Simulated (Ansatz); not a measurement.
# Ti3Ge2: the cost of one run

Method: DFT PBE, scalar-relativistic, plane waves, PAW, in Ansatz 0.2.0.

1 further run of the same task is left out (it didn't finish). Runs told in other sessions of the task aren't counted.

### 1 The structure to begin with

The structure is trigonal, space group R-3m (No. 166). Conventional cell: a = 4.684 Å, b = 4.684 Å, c = 14.541 Å, α = 90.00°, β = 90.00°, γ = 120.00°. Around Ti (site symmetry -3m) lie 6 Ti at 2.87 Å and 8 Ge at 2.99 to 3.28 Å. Around Ti (site symmetry 3m) lie 4 Ge at 2.82 to 2.85 Å and 4 Ti at 2.87 to 2.94 Å. Ge (site symmetry 3m) is surrounded by 5 Ti at 2.82 to 2.99 Å and 3 Ge at 2.93 Å.

Coordinates:

```
Ti Ge
1.0
     2.34190    1.35209    4.84689
    -2.34190    1.35209    4.84689
     0.00000   -2.70419    4.84689
Ti Ge
3 2
Direct
  0.00000 0.00000 0.00000
  0.39900 0.39900 0.39900
  0.60100 0.60100 0.60100
  0.79460 0.79460 0.79460
  0.20540 0.20540 0.20540
```

Recipe of the guess: species swapped into a database cell of Li3In2 (R-3m, No. 166), with Ti on the Li sites and Ge on the In sites. Lengths come from tabulated atomic sizes and are only a guess.

### 2 The guess as it stands, on a coarse mesh

The input, input.yaml:

```yaml
crystal:
  lattice:
    - [2.34189536, 1.35209391, 4.84688815]
    - [-2.34189536, 1.35209391, 4.84688815]
    - [0.0, -2.70418783, 4.84688815]
  atoms:
    - { symbol: Ti, position: [0.0, 0.0, 0.0] }
    - { symbol: Ti, position: [0.39899999, 0.39899999, 0.39899999] }
    - { symbol: Ti, position: [0.60100001, 0.60100001, 0.60100001] }
    - { symbol: Ge, position: [0.79460001, 0.79460001, 0.79460001] }
    - { symbol: Ge, position: [0.20539999, 0.20539999, 0.20539999] }
basis:
  ecutwfc: 420
kpoints:
  mp_grid: { grid: [6, 6, 6] }
hamiltonian:
  xc: pbe
scf:
  occupations: { method: gaussian, width: 0.1 }
  lower_state_search: "off"
output:
  forces: true
  stress: true
  eigenvalues: true
```

Launch:

```sh
> ansatz run input.yaml --threads 1 --pin off --max-ram 2560MiB --backend cpu --events-out ev --progress --plain --runs-dir out
```

Q: Estimate wall time and peak memory on 1 thread of AMD EPYC (Zen 3), shared host.

About 12 s, with a peak of 0.45 GiB.
